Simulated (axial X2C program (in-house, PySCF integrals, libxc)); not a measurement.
# TaOH⁺: bond lengths and stretches, held linear

One table from this session's results is given with a row withheld; the runs are named, their logs left out.

Computed with an in-house X2C program for linear molecules on PySCF integrals. Level: all-electron X2C, two-component (2c) or spin-free, Ta dyall-v3z, O dyall-av3z, H dyall-v3z.

All values are calculated.

2 further runs of the same task are left out: 2 set aside as unsound or not needed.

The first run:

File task.json:

```json
{
 "zs": [
  73,
  8,
  1
 ],
 "q": 1,
 "bas": [
  "dyall-v3z",
  "dyall-av3z",
  "dyall-v3z"
 ],
 "r0": [
  2.09,
  0.96
 ],
 "symm": 0,
 "scan": [
  "PBE0",
  "HF",
  "PBE"
 ],
 "levels": [
  "PBE0",
  "HF",
  "B3LYP"
 ],
 "nst": 2
}
```

Keys: zs atomic numbers; q charge; bas basis sets; r0 starting distance in Å; symm equal bonds; scan levels of the two-bond scan (MP2 follows by itself at each HF point); levels methods; nst determinants followed.

On the command line:

```
> python solin.py task.json out
```

Masses Ta 180.948, O 15.995, H 1.008 u.

Steps of the session up to this table: Scan at PBE0, 2c; Scan at HF, 2c; Scan at PBE, 2c.

One of the session's tables, all rows but one given; the rest of the session is left out.

| level | r(Ta–O) (Å) | r(O–H) (Å) | lower stretch (cm⁻¹) | upper stretch (cm⁻¹) |
| --- | --- | --- | --- | --- |
| PBE0, 2c | 1.762 | 0.963 | 895.3 | 3846.2 |
| HF, 2c | 1.782 | 0.943 | 883.2 | 4094.6 |
| PBE, 2c | 1.772 | 0.975 | 871.6 | 3707.3 |
| MP2, 2c | ? | ? | ? | ? |
| PBE0, spin-free | 1.763 | 0.964 | 896.8 | 3844.1 |
| HF, spin-free | 1.783 | 0.943 | 885.3 | 4092.6 |
| PBE, spin-free | 1.773 | 0.975 | 872.8 | 3705.6 |
| MP2, spin-free | 1.770 | 0.969 | 899.9 | 3782.6 |

**Question.** Estimate the row for MP2, 2c.

**Answer.** r(Ta–O) (Å): 1.770; r(O–H) (Å): 0.968; lower stretch (cm⁻¹): 897.5; upper stretch (cm⁻¹): 3784.6.

Scans not shown above were run alike.

MP2 freezes inner shells (threshold -2 hartree). The molecule was held linear; bending was not examined, so a bent shape may lie lower. Note: several unpaired electrons, one determinant need not be a pure state.
